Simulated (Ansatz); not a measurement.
# HF + SiH3 radical: a complex and its separated parts

The complex below is one end of an elementary step. How strongly is it bound against its free parts?

The runs use Ansatz 0.2.0, Gaussian basis; PBE0-D4/def2-TZVP structures, single points in def2-TZVPP, no counterpoise correction.

Levels: SPW92, PBE-D4, BLYP-D4, r2SCAN-D4, B97M-V, PBE0-D4, B3LYP-D4, r2SCAN0-D4, BHLYP-D4, CAM-B3LYP-D4, wB97X-V, wB97M-V, B2PLYP, PBE-QIDH, RPA on PBE, Hartree-Fock, MP2, CCSD, CCSD(T).

Correlated methods freeze the cores. Orbitals are unrestricted. B3LYP uses VWN-RPA correlation. B2PLYP carries no dispersion term here.

92 further runs of the same task are left out: 92 set aside as unsound or not needed.

### Step 1. The system as given

The complex: 6 atoms, charge 0, spin multiplicity 2.

Atoms are counted from 1 here; the program's logs count them from 0.

Bond lengths: F1–H3 0.931 Å, Si2–H4 1.483 Å, Si2–H5 1.483 Å, Si2–H6 1.483 Å. Angles: H4–Si2–H5 112.7°, H4–Si2–H6 112.7°, H5–Si2–H6 112.7°.

Geometry (Å):

```xyz
6
charge 0, multiplicity 2
F    -1.9876   -0.4260   -1.7279
Si    0.5919    0.1267    0.5145
H    -1.2938   -0.2767   -1.1246
H     0.7359    1.5990    0.6172
H     1.7883   -0.5261   -0.0696
H     0.1652   -0.4970    1.7904
```

Its parts: HF holds atoms 1, 3; SiH3 radical holds atoms 2, 4, 5, 6. Each part counts its atoms afresh in its own runs.

### Step 2. Relaxing HF alone

relax-a/in.yaml reads:

```yaml
crystal:
  periodic: [false, false, false]
  atoms:
    - {symbol: F, position_ang: [-1.987594, -0.425974, -1.727924]}
    - {symbol: H, position_ang: [-1.293760, -0.276693, -1.124628]}
basis:
  gaussian: {orbitals: def2-TZVP}
hamiltonian: {xc: pbe0, dispersion: d4}
relax: {f_tol: 0.005, max_steps: 200}
```

Command:

```bash
$ ansatz run in.yaml --threads 2 --pin off --events-out ev --progress --plain --max-ram 4352MiB
```

After this run come: Relaxing SiH3 radical alone; SPW92/def2-TZVPP; PBE-D4/def2-TZVPP; BLYP-D4/def2-TZVPP; r2SCAN-D4/def2-TZVPP; B97M-V/def2-TZVPP; PBE0-D4/def2-TZVPP; B3LYP-D4/def2-TZVPP; r2SCAN0-D4/def2-TZVPP; BHLYP-D4/def2-TZVPP; CAM-B3LYP-D4/def2-TZVPP; wB97X-V/def2-TZVPP; wB97M-V/def2-TZVPP; B2PLYP/def2-TZVPP; PBE-QIDH/def2-TZVPP; RPA on PBE/def2-TZVPP; CCSD(T)/def2-TZVPP; CCSD(T)/def2-QZVPP; Vibrations of HF; Vibrations of SiH3 radical.

What does the calculation give? Wanted: complex less parts, CCSD(T)/def2-TZVPP; with zero-point energy; largest T1 diagnostic.

**Answer**, as computed:

| quantity | value |
| --- | --- |
| complex less parts, CCSD(T)/def2-TZVPP | -5.8 kJ/mol |
| with zero-point energy | -1.5 kJ/mol |
| largest T1 diagnostic | 0.016 |

What this shows: At CCSD(T) the complex lies 5.8 kJ/mol below its parts. The functionals run from wB97M-V, off by -0.7 kJ/mol, to SPW92, off by -16.4 kJ/mol, against CCSD(T). Mean unsigned error by rung: LDA 16.4, GGA 8.6, meta-GGA 4.2, hybrid 5.1, range-separated hybrid 3.6, double hybrid 1.9 kJ/mol. PBE-D4 gives a relative energy 9.5 kJ/mol too low, an error of 163 % of the reference. No counterpoise was applied, and triple zeta lacks some correlation, so the CCSD(T) reference has a basis error of its own, and close matches with it are partly luck.
